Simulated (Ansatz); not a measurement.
# HNRu: the cost of one run

The runs use Ansatz 0.2.0, Gaussian basis; def2-TZVPP, core rule «outside noble gas», up to 5 orbitals frozen.

The runs, in order: UHF; CCSD(T) on RHF; CCSD(T) on UHF; CCSDT(Q) on RHF; CASSCF and NEVPT2, 14 electrons in 11 orbitals.

## 1. The system

The geometry is a PBE0/def2-TZVP stationary point (not a proven minimum). No spin-orbit coupling is included. Elements past krypton take def2 core potentials.

3 atoms, charge 0, spin multiplicity 1.

Atoms are counted from 1 here; the program's logs count them from 0.

Bond lengths: Ru1–N2 1.639 Å, N2–H3 1.031 Å. Angles: Ru1–N2–H3 149.8°.

## 2. UHF

Contents of in.yaml:

```yaml
crystal:
  periodic: [false, false, false]
  atoms:
    - {symbol: Ru, position_ang: [0.000000, -0.096028, 1.397129]}
    - {symbol: N, position_ang: [0.000000, -0.186431, -0.239279]}
    - {symbol: H, position_ang: [0.000000, 0.282460, -1.157849]}
basis:
  gaussian: {orbitals: def2-TZVPP}
magnetization: {spin_polarized: true, initial_magnetization: 0}
hamiltonian: {xc: hf}
output: {orbitals: {seedname: orbitals}}
```

Command:

```console
$ ansatz run in.yaml --threads 1 --pin off --events-out ev --progress --plain --max-ram 4096MiB --backend cpu
```

What time and memory should one allow on 1 thread of AMD EPYC 7R13, shared host?

About 38 s, with a peak of 0.26 GiB.
